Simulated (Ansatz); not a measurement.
Runs of Ansatz 0.2.0 on BiTe. Symmetry: Fm-3m, No. 225, cubic system. Conventional cell: a = 6.470 Å, b = 6.470 Å, c = 6.470 Å, α = 90.00°, β = 90.00°, γ = 90.00°. Around Bi (site symmetry m-3m) lie 6 Te at 3.23 Å. Around Te (site symmetry m-3m) lie 6 Bi at 3.23 Å. 

```tsv
task	level	cell	cutoff (eV)	points for each segment of the path	gap on the mesh (eV)	pressure (GPa)
relaxation of cell and atoms	HSE03	relaxed	420	-	none	0.0
single point	r2SCAN0	as given	500	-	none	(a)
single point	B3LYP	as given	420	-	none	2.0
single point	HF	as given	420	-	none	2.1
band structure	HSE03	as given	420	4	none	-1.0
```

Alike in all rows: potentials or basis Ansatz PAW; no spin polarisation; k mesh 4 × 4 × 4; smearing fermi-dirac 0.05 eV; the mesh is coarse, so values aren't converged.

Q: Fill in the values left out.

A: (a) -1.7.

Caveats: all runs use coarse meshes; spin-orbit coupling is left out, which moves the levels of the heavy elements; the PAW data sets come from PBE, with cores solved anew for the run's functional, which leaves a small shift of forces and pressure; the thresholds are loose for stress (some runs); the plane-wave basis is chosen anew once the cell has moved, so the energies of steps on either side of that aren't comparable (some runs).

A k mesh can miss the band edges, and the runs leave out spin-orbit coupling on Bi, Te.

A gap of «none» marks a metal or a gap under the smearing width.
